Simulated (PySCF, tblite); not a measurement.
# 3,3,3-trifluoro-1-propanol (C3H5F3O): a rotation path, then NMR shifts on frames

How do NMR shifts of 3,3,3-trifluoro-1-propanol (C3H5F3O) (`OCCC(F)(F)F`) change as the atoms move?

Computed with tblite 0.8.0 and PySCF 2.14.0, with density-fitted response routines of our own, on a single molecule in the gas phase. Atoms are numbered from 0 throughout.

**1. Starting geometry**

12 atoms, charge 0, multiplicity 1; geometry from: GFN2-xTB.

Bonds of the start (Å): O0–C1 1.40, C1–C2 1.54, C2–C3 1.51, C3–F4 1.34, C3–F5 1.34, C3–F6 1.34, O0–H7 0.96, C1–H8 1.10, C1–H9 1.09, C2–H10 1.09, C2–H11 1.09.

**2. The rotation path with GFN2-xTB**

What the job is given:

```
{"job": {"kind": "neb", "xc": "GFN2-xTB", "basis": "xTB", "atoms": [1, 2, 3, 5], "turn": 120}, "charge": 0, "multiplicity": 1}
O      2.143938    -0.767321     0.133072
C      1.027228    -0.033913    -0.282980
C     -0.221040    -0.359555     0.556055
C     -1.423774     0.416019     0.066284
F     -2.522268     0.149124     0.789319
F     -1.236926     1.744041     0.137383
F     -1.730136     0.144170    -1.209370
H      2.395814    -0.497284     1.023683
H      1.222667     1.046710    -0.243952
H      0.856045    -0.320941    -1.323406
H     -0.448954    -1.424803     0.487836
H     -0.061395    -0.096931     1.604769
```

With the program's defaults for keys left out, this is: GFN2-xTB climbing-image nudged elastic band, gas phase.

Run with:

```bash
OMP_NUM_THREADS=1 python probes_run.py task.json out
```

The driver reads the jobs from task.json and runs them one after another.

The log of the run:

```text
image   E - E0 / eV
  0       0.0000
  1       0.0153
  2       0.0498
  3       0.0803
  4       0.0906
  5       0.0757
  6       0.0432
  7       0.0113
  8       0.0000
```

Wall time 4.6 s (1 thread, shared host).

The final band, with the dihedral C1–C2–C3–F5:

| image | dihedral (°) | energy (eV) | energy (kcal/mol) |
| --- | --- | --- | --- |
| 0 | -60 | 0.000 | 0.0 |
| 1 | -45 | 0.015 | 0.4 |
| 2 | -30 | 0.050 | 1.1 |
| 3 | -15 | 0.080 | 1.9 |
| 4 | 1 | 0.091 | 2.1 |
| 5 | 16 | 0.076 | 1.7 |
| 6 | 31 | 0.043 | 1.0 |
| 7 | 47 | 0.011 | 0.3 |
| 8 | 60 | 0.000 | 0.0 |

**3. Nuclear shieldings: image 0, PBE0/pcSseg-1**

What the job is given:

```
{"job": {"kind": "nmr", "xc": "PBE0", "basis": "pcSseg-1", "pop": false}, "charge": 0, "multiplicity": 1}
O      2.143900    -0.767300     0.133100
C      1.027200    -0.033900    -0.283000
C     -0.221000    -0.359600     0.556100
C     -1.423800     0.416000     0.066300
F     -2.522300     0.149100     0.789300
F     -1.236900     1.744000     0.137400
F     -1.730100     0.144200    -1.209400
H      2.395800    -0.497300     1.023700
H      1.222700     1.046700    -0.244000
H      0.856000    -0.320900    -1.323400
H     -0.449000    -1.424800     0.487800
H     -0.061400    -0.096900     1.604800
```

Level: GIAO PBE0/pcSseg-1 NMR shielding, non-relativistic, gas phase.

The log of the run:

```text
coarse grid: 10704 points
cycle   1  E = -491.2980686852  dE =  1.029e+00  |g| = 1.028e+00  |ddm| = 2.884e+00
cycle   2  E = -491.1116274978  dE =  1.864e-01  |g| = 1.519e+00  |ddm| = 1.521e+00
cycle   3  E = -491.4761118267  dE = -3.645e-01  |g| = 7.390e-02  |ddm| = 9.951e-01
cycle   4  E = -491.4769739617  dE = -8.621e-04  |g| = 3.894e-02  |ddm| = 7.549e-02
cycle   5  E = -491.4773123494  dE = -3.384e-04  |g| = 6.189e-03  |ddm| = 3.117e-02
cycle   6  E = -491.4773194176  dE = -7.068e-06  |g| = 1.853e-03  |ddm| = 4.809e-03
final grid: 106504 points
cycle   7  E = -491.5493778018  dE = -4.450e-05  |g| = 1.016e-02  |ddm| = 2.053e-02
cycle   8  E = -491.5493591156  dE =  1.869e-05  |g| = 1.458e-02  |ddm| = 1.527e-02
cycle   9  E = -491.5493967690  dE = -3.765e-05  |g| = 6.895e-04  |ddm| = 9.308e-03
cycle  10  E = -491.5493968531  dE = -8.415e-08  |g| = 2.548e-04  |ddm| = 6.867e-04
cycle  11  E = -491.5493968670  dE = -1.387e-08  |g| = 3.790e-05  |ddm| = 1.975e-04
cycle  12  E = -491.5493968672  dE = -2.441e-10  |g| = 1.186e-05  |ddm| = 3.308e-05
converged SCF energy = -491.5493968672

GIAO shielding tensors (ppm)
atom      isotropic    diamagn.    paramagn.     s11        s22        s33       span
  0 O      303.098     385.563     -82.465    267.953    293.463    347.878     79.925
  1 C      124.702     243.853    -119.150     93.924    113.431    166.752     72.828
  2 C      143.480     251.829    -108.349    120.199    140.790    169.451     49.252
  3 C       52.781     241.645    -188.864     50.539     50.959     56.845      6.306
  4 F      247.438     471.298    -223.860    156.748    243.297    342.270    185.523
  5 F      258.577     474.514    -215.937    166.882    265.916    342.933    176.051
  6 F      259.586     474.329    -214.743    168.763    268.410    341.585    172.821
  7 H       31.607      31.034       0.573     22.710     29.140     42.971     20.261
  8 H       27.486      30.024      -2.538     21.974     29.152     31.333      9.359
  9 H       27.579      29.216      -1.637     22.446     29.320     30.970      8.524
 10 H       29.173      30.138      -0.965     26.075     28.713     32.731      6.657
 11 H       29.677      30.827      -1.149     26.472     29.495     33.065      6.593
```

Run time: 33 s. Hardware: 1 thread, shared host.

The references, computed at this level on geometries of the same kind, shield at (ppm): ¹H TMS 31.72, ¹³C TMS 186.9, ¹⁹F CFCl3 170.9, ¹⁷O H2O 336.1. Their shielding less the atom's gives the shift. The references are single molecules in the gas phase, so shifts against H2O, NH3, PH3, H3PO4 or CFCl3 are not on the usual liquid scales and can be off by tens of ppm. Each atom is listed at this fixed geometry, with no averaging over motion; a spectrum would average atoms that exchange fast.

| atoms | environment | σ (ppm) | δ (ppm) |
| --- | --- | --- | --- |
| C3 | CF3 carbon | 52.8 | 134.1 |
| C1 | sp3 CH2 bonded to O | 124.7 | 62.2 |
| C2 | sp3 CH2 | 143.5 | 43.4 |
| H8 | hydrogen on an sp3 CH2 bonded to O | 27.49 | 4.23 |
| H9 | hydrogen on an sp3 CH2 bonded to O | 27.58 | 4.14 |
| H10 | hydrogen on an sp3 CH2 | 29.17 | 2.54 |
| H11 | hydrogen on an sp3 CH2 | 29.68 | 2.04 |
| H7 | hydrogen on an alcohol oxygen | 31.61 | 0.11 |
| O0 | alcohol oxygen | 303.1 | 33.0 |
| F4 | fluorine of a CF3 group | 247.4 | -76.5 |
| F5 | fluorine of a CF3 group | 258.6 | -87.6 |
| F6 | fluorine of a CF3 group | 259.6 | -88.6 |

**4. Shielding tensors: image 2, PBE0/pcSseg-1**

What the job is given:

```
{"job": {"kind": "nmr", "xc": "PBE0", "basis": "pcSseg-1", "pop": false}, "charge": 0, "multiplicity": 1}
O      2.166900    -0.713500     0.148600
C      1.054200     0.047200    -0.225600
C     -0.229500    -0.417100     0.487000
C     -1.434200     0.394200     0.045300
F     -2.355600     0.496800     1.016500
F     -1.120900     1.652700    -0.303000
F     -2.054900    -0.145100    -1.012900
H      2.357000    -0.566100     1.081600
H      1.218600     1.113900    -0.022000
H      0.946300    -0.088800    -1.304800
H     -0.421800    -1.466900     0.257800
H     -0.124800    -0.308100     1.570100
```

Method: GIAO PBE0/pcSseg-1 NMR shielding, non-relativistic, gas phase.

The log of the run:

```text
coarse grid: 10704 points
cycle   1  E = -491.2955944813  dE =  1.028e+00  |g| = 1.030e+00  |ddm| = 2.883e+00
cycle   2  E = -491.1078793828  dE =  1.877e-01  |g| = 1.523e+00  |ddm| = 1.518e+00
cycle   3  E = -491.4744836634  dE = -3.666e-01  |g| = 7.368e-02  |ddm| = 9.902e-01
cycle   4  E = -491.4753390336  dE = -8.554e-04  |g| = 3.912e-02  |ddm| = 7.521e-02
cycle   5  E = -491.4756812077  dE = -3.422e-04  |g| = 6.159e-03  |ddm| = 3.097e-02
cycle   6  E = -491.4756881844  dE = -6.977e-06  |g| = 1.853e-03  |ddm| = 4.784e-03
final grid: 106504 points
cycle   7  E = -491.5465410240  dE = -4.273e-05  |g| = 1.005e-02  |ddm| = 2.022e-02
cycle   8  E = -491.5465226689  dE =  1.836e-05  |g| = 1.443e-02  |ddm| = 1.502e-02
cycle   9  E = -491.5465595227  dE = -3.685e-05  |g| = 6.706e-04  |ddm| = 9.153e-03
cycle  10  E = -491.5465596018  dE = -7.909e-08  |g| = 2.447e-04  |ddm| = 6.583e-04
cycle  11  E = -491.5465596145  dE = -1.277e-08  |g| = 4.026e-05  |ddm| = 1.909e-04
cycle  12  E = -491.5465596148  dE = -2.718e-10  |g| = 1.305e-05  |ddm| = 3.432e-05
converged SCF energy = -491.5465596148

GIAO shielding tensors (ppm)
atom      isotropic    diamagn.    paramagn.     s11        s22        s33       span
  0 O      303.435     385.576     -82.141    265.883    291.714    352.708     86.825
  1 C      124.507     243.512    -119.005     92.579    111.929    169.014     76.435
  2 C      142.574     252.188    -109.614    118.513    136.556    172.653     54.140
  3 C       52.892     241.084    -188.193     51.061     51.661     55.953      4.893
  4 F      240.863     471.493    -230.631    158.186    223.539    340.863    182.677
  5 F      259.502     474.965    -215.463    170.818    269.015    338.673    167.856
  6 F      248.331     473.192    -224.861    163.119    239.507    342.367    179.248
  7 H       31.674      31.059       0.615     22.749     29.249     43.025     20.276
  8 H       27.390      30.043      -2.653     21.634     28.947     31.589      9.955
  9 H       27.647      29.171      -1.524     22.844     29.332     30.766      7.922
 10 H       29.017      30.133      -1.116     26.010     28.792     32.249      6.239
 11 H       29.521      30.974      -1.453     25.882     29.910     32.772      6.890
```

It took 33 s on 1 thread, shared host.

In short: δ C3 134.0, C1 62.4, C2 44.4, O0 32.6, H8 4.33, H9 4.07 ppm.

**5. NMR shieldings: image 4, PBE0/pcSseg-1**

What the job is given:

```
{"job": {"kind": "nmr", "xc": "PBE0", "basis": "pcSseg-1", "pop": false}, "charge": 0, "multiplicity": 1}
O      2.186100    -0.660000     0.174400
C      1.074100     0.121400    -0.153300
C     -0.233800    -0.467800     0.406700
C     -1.441200     0.375200     0.019900
F     -2.084800     0.857400     1.095900
F     -1.128400     1.442300    -0.731400
F     -2.347300    -0.321300    -0.681100
H      2.321500    -0.641900     1.128000
H      1.191900     1.153000     0.205300
H      1.029400     0.137200    -1.245300
H     -0.375300    -1.478700     0.021000
H     -0.191100    -0.517300     1.498600
```

Level: GIAO PBE0/pcSseg-1 NMR shielding, non-relativistic, gas phase.

The log of the run:

```text
coarse grid: 10704 points
cycle   1  E = -491.2924088581  dE =  1.028e+00  |g| = 1.032e+00  |ddm| = 2.882e+00
cycle   2  E = -491.1031353377  dE =  1.893e-01  |g| = 1.528e+00  |ddm| = 1.548e+00
cycle   3  E = -491.4720210095  dE = -3.689e-01  |g| = 7.377e-02  |ddm| = 1.015e+00
cycle   4  E = -491.4728783262  dE = -8.573e-04  |g| = 3.942e-02  |ddm| = 7.554e-02
cycle   5  E = -491.4732262851  dE = -3.480e-04  |g| = 6.174e-03  |ddm| = 3.102e-02
cycle   6  E = -491.4732332262  dE = -6.941e-06  |g| = 1.898e-03  |ddm| = 4.715e-03
final grid: 106504 points
cycle   7  E = -491.5440806897  dE = -4.320e-05  |g| = 1.019e-02  |ddm| = 2.241e-02
cycle   8  E = -491.5440619652  dE =  1.872e-05  |g| = 1.460e-02  |ddm| = 1.557e-02
cycle   9  E = -491.5440999513  dE = -3.799e-05  |g| = 7.197e-04  |ddm| = 9.366e-03
cycle  10  E = -491.5441000441  dE = -9.283e-08  |g| = 2.462e-04  |ddm| = 6.975e-04
cycle  11  E = -491.5441000569  dE = -1.281e-08  |g| = 4.320e-05  |ddm| = 2.003e-04
cycle  12  E = -491.5441000572  dE = -3.212e-10  |g| = 1.283e-05  |ddm| = 3.662e-05
converged SCF energy = -491.5441000572

GIAO shielding tensors (ppm)
atom      isotropic    diamagn.    paramagn.     s11        s22        s33       span
  0 O      302.337     385.538     -83.201    266.512    291.253    349.245     82.734
  1 C      124.499     243.156    -118.658     92.046    110.378    171.072     79.026
  2 C      141.627     252.567    -110.939    117.883    130.873    176.127     58.244
  3 C       52.969     240.590    -187.621     51.557     52.106     55.243      3.686
  4 F      235.986     472.161    -236.175    165.845    202.236    339.877    174.032
  5 F      258.909     474.935    -216.025    174.782    261.028    340.919    166.138
  6 F      236.354     472.084    -235.730    167.657    204.523    336.882    169.226
  7 H       31.676      31.037       0.639     22.737     29.219     43.073     20.336
  8 H       27.463      29.984      -2.521     21.996     29.108     31.285      9.289
  9 H       27.570      29.171      -1.601     22.590     29.269     30.850      8.261
 10 H       28.900      30.360      -1.460     25.505     29.186     32.010      6.505
 11 H       29.373      30.951      -1.578     25.878     29.917     32.324      6.445
```

Run time: 33 s. Hardware: 1 thread, shared host.

This run: δ C3 134.0, C1 62.4, C2 45.3, O0 33.7, H8 4.25, H9 4.15 ppm.

**6. NMR shieldings: image 6, PBE0/pcSseg-1**

What the job is given:

```
{"job": {"kind": "nmr", "xc": "PBE0", "basis": "pcSseg-1", "pop": false}, "charge": 0, "multiplicity": 1}
O      2.198600    -0.605300     0.206800
C      1.080800     0.188100    -0.070700
C     -0.234900    -0.508500     0.320000
C     -1.438000     0.356300    -0.007800
F     -1.755100     1.179800     1.005000
F     -1.255000     1.138100    -1.081500
F     -2.532700    -0.377300    -0.257500
H      2.282300    -0.723300     1.159100
H      1.144900     1.161000     0.436100
H      1.095900     0.355800    -1.150600
H     -0.326200    -1.454600    -0.215100
H     -0.259300    -0.710800     1.394800
```

With the program's defaults for keys left out, this is: GIAO PBE0/pcSseg-1 NMR shielding, non-relativistic, gas phase.

The log of the run:

```text
coarse grid: 10704 points
cycle   1  E = -491.2955583812  dE =  1.029e+00  |g| = 1.030e+00  |ddm| = 2.883e+00
cycle   2  E = -491.1073378871  dE =  1.882e-01  |g| = 1.524e+00  |ddm| = 1.554e+00
cycle   3  E = -491.4743251503  dE = -3.670e-01  |g| = 7.391e-02  |ddm| = 1.022e+00
cycle   4  E = -491.4751876809  dE = -8.625e-04  |g| = 3.919e-02  |ddm| = 7.594e-02
cycle   5  E = -491.4755312320  dE = -3.436e-04  |g| = 6.170e-03  |ddm| = 3.127e-02
cycle   6  E = -491.4755382526  dE = -7.021e-06  |g| = 1.849e-03  |ddm| = 4.758e-03
final grid: 106504 points
cycle   7  E = -491.5470114600  dE = -4.228e-05  |g| = 1.027e-02  |ddm| = 2.148e-02
cycle   8  E = -491.5469922464  dE =  1.921e-05  |g| = 1.475e-02  |ddm| = 1.579e-02
cycle   9  E = -491.5470310263  dE = -3.878e-05  |g| = 7.191e-04  |ddm| = 9.619e-03
cycle  10  E = -491.5470311195  dE = -9.312e-08  |g| = 2.398e-04  |ddm| = 6.931e-04
cycle  11  E = -491.5470311316  dE = -1.214e-08  |g| = 3.992e-05  |ddm| = 1.886e-04
cycle  12  E = -491.5470311319  dE = -2.827e-10  |g| = 1.173e-05  |ddm| = 3.438e-05
converged SCF energy = -491.5470311319

GIAO shielding tensors (ppm)
atom      isotropic    diamagn.    paramagn.     s11        s22        s33       span
  0 O      302.283     385.569     -83.286    268.720    293.043    345.087     76.367
  1 C      124.705     243.445    -118.739     93.234    111.789    169.093     75.858
  2 C      142.536     252.141    -109.605    118.933    136.194    172.480     53.548
  3 C       52.852     241.224    -188.371     51.108     51.407     56.042      4.934
  4 F      248.053     473.323    -225.270    160.714    238.230    345.214    184.500
  5 F      260.783     474.770    -213.988    172.262    270.754    339.331    167.069
  6 F      241.732     471.575    -229.844    159.155    226.416    339.624    180.469
  7 H       31.640      31.042       0.598     22.701     29.161     43.058     20.357
  8 H       27.547      29.891      -2.344     22.290     29.252     31.100      8.810
  9 H       27.497      29.167      -1.671     22.195     29.201     31.093      8.898
 10 H       29.067      30.434      -1.367     25.575     29.125     32.502      6.927
 11 H       29.521      30.801      -1.280     26.451     29.502     32.609      6.158
```

It took 33 s on 1 thread, shared host.

In short: δ C3 134.1, C1 62.2, C2 44.4, O0 33.8, H9 4.22, H8 4.17 ppm.

**7. NMR shieldings: image 8, PBE0/pcSseg-1**

What the job is given:

```
{"job": {"kind": "nmr", "xc": "PBE0", "basis": "pcSseg-1", "pop": false}, "charge": 0, "multiplicity": 1}
O      2.205500    -0.559100     0.235400
C      1.077900     0.240000     0.016300
C     -0.232000    -0.535100     0.244000
C     -1.433400     0.340900    -0.034900
F     -1.471400     1.421900     0.761400
F     -1.457700     0.797000    -1.294400
F     -2.589700    -0.312100     0.158700
H      2.252100    -0.806100     1.166300
H      1.090300     1.133000     0.656600
H      1.138400     0.558400    -1.027400
H     -0.275100    -1.398800    -0.421700
H     -0.303700    -0.880600     1.278300
```

With the program's defaults for keys left out, this is: GIAO PBE0/pcSseg-1 NMR shielding, non-relativistic, gas phase.

The log of the run:

```text
coarse grid: 10704 points
cycle   1  E = -491.2996100981  dE =  1.029e+00  |g| = 1.028e+00  |ddm| = 2.884e+00
cycle   2  E = -491.1130353674  dE =  1.866e-01  |g| = 1.519e+00  |ddm| = 1.519e+00
cycle   3  E = -491.4776369901  dE = -3.646e-01  |g| = 7.381e-02  |ddm| = 9.936e-01
cycle   4  E = -491.4784971379  dE = -8.601e-04  |g| = 3.892e-02  |ddm| = 7.541e-02
cycle   5  E = -491.4788351442  dE = -3.380e-04  |g| = 6.183e-03  |ddm| = 3.115e-02
cycle   6  E = -491.4788422079  dE = -7.064e-06  |g| = 1.847e-03  |ddm| = 4.810e-03
final grid: 106504 points
cycle   7  E = -491.5493622259  dE = -4.073e-05  |g| = 1.021e-02  |ddm| = 2.128e-02
cycle   8  E = -491.5493431226  dE =  1.910e-05  |g| = 1.469e-02  |ddm| = 1.539e-02
cycle   9  E = -491.5493813221  dE = -3.820e-05  |g| = 6.730e-04  |ddm| = 9.406e-03
cycle  10  E = -491.5493814034  dE = -8.130e-08  |g| = 2.370e-04  |ddm| = 6.562e-04
cycle  11  E = -491.5493814153  dE = -1.192e-08  |g| = 3.840e-05  |ddm| = 1.827e-04
cycle  12  E = -491.5493814156  dE = -2.565e-10  |g| = 1.171e-05  |ddm| = 3.260e-05
converged SCF energy = -491.5493814156

GIAO shielding tensors (ppm)
atom      isotropic    diamagn.    paramagn.     s11        s22        s33       span
  0 O      303.126     385.614     -82.489    268.038    293.415    347.924     79.886
  1 C      124.657     243.714    -119.057     93.836    113.385    166.750     72.913
  2 C      143.512     251.749    -108.237    120.334    140.749    169.454     49.120
  3 C       52.747     241.746    -188.999     50.517     50.893     56.830      6.313
  4 F      258.499     474.286    -215.787    166.818    265.685    342.993    176.174
  5 F      259.523     474.324    -214.800    168.767    268.356    341.447    172.680
  6 F      247.471     471.469    -223.998    156.726    243.359    342.327    185.602
  7 H       31.599      31.008       0.591     22.700     29.130     42.967     20.267
  8 H       27.486      29.890      -2.404     21.971     29.155     31.332      9.361
  9 H       27.575      29.154      -1.579     22.436     29.327     30.963      8.527
 10 H       29.176      30.275      -1.099     26.086     28.701     32.740      6.654
 11 H       29.676      30.831      -1.154     26.477     29.471     33.081      6.603
```

Wall time 34 s (1 thread, shared host).

Key values: δ C3 134.2, C1 62.3, C2 43.4, O0 33.0, H8 4.23, H9 4.14 ppm.

**8. Run by run: NMR shifts**

Shifts (ppm) of some atoms, chosen among heavy atoms and hydrogens apart, with basis size and wall time:

| frame | C2 | H10 | H11 | O0 | F4 | F5 | F6 | functions | time |
| --- | --- | --- | --- | --- | --- | --- | --- | --- | --- |
| image 0 | 43.4 | 2.54 | 2.04 | 33.0 | -76.5 | -87.6 | -88.6 | 144 | 33 s |
| image 2 | 44.4 | 2.70 | 2.20 | 32.6 | -69.9 | -88.6 | -77.4 | 144 | 33 s |
| image 4 | 45.3 | 2.82 | 2.34 | 33.7 | -65.0 | -88.0 | -65.4 | 144 | 33 s |
| image 6 | 44.4 | 2.65 | 2.20 | 33.8 | -77.1 | -89.8 | -70.8 | 144 | 33 s |
| image 8 | 43.4 | 2.54 | 2.04 | 33.0 | -87.6 | -88.6 | -76.5 | 144 | 34 s |

**9. Outcome**

| quantity | value |
| --- | --- |
| barrier | 0.091 eV (2.1 kcal/mol) at image 4 |
| end to end (GFN2-xTB) | 0.000 eV |
| ¹³C shifts against TMS (PBE0/pcSseg-1, image 0) | 134.1, 62.2, 43.4 ppm |
| ¹H shifts against TMS (PBE0/pcSseg-1, image 0) | 4.23, 4.14, 2.54, 2.04, 0.11 ppm |
| ¹⁷O shifts against H2O (PBE0/pcSseg-1, image 0) | 33.0 ppm |
| ¹⁹F shifts against CFCl3 (PBE0/pcSseg-1, image 0) | -76.5, -87.6, -88.6 ppm |
| range of the shift of F6 | -88.6 to -65.4 ppm |

In words: Along the band the dihedral turns by 120°, and the top (dihedral 1°) lies 2.1 kcal/mol above the start (GFN2-xTB, rough), so at room temperature this motion is fast. The top was not checked by a frequency run. Shifts at one fixed geometry are not the observed spectrum, which averages over the motion. In ppm, F6 moves most: its shift spreads over 23.2 ppm, from -88.6 (image 0) to -65.4 (image 4).
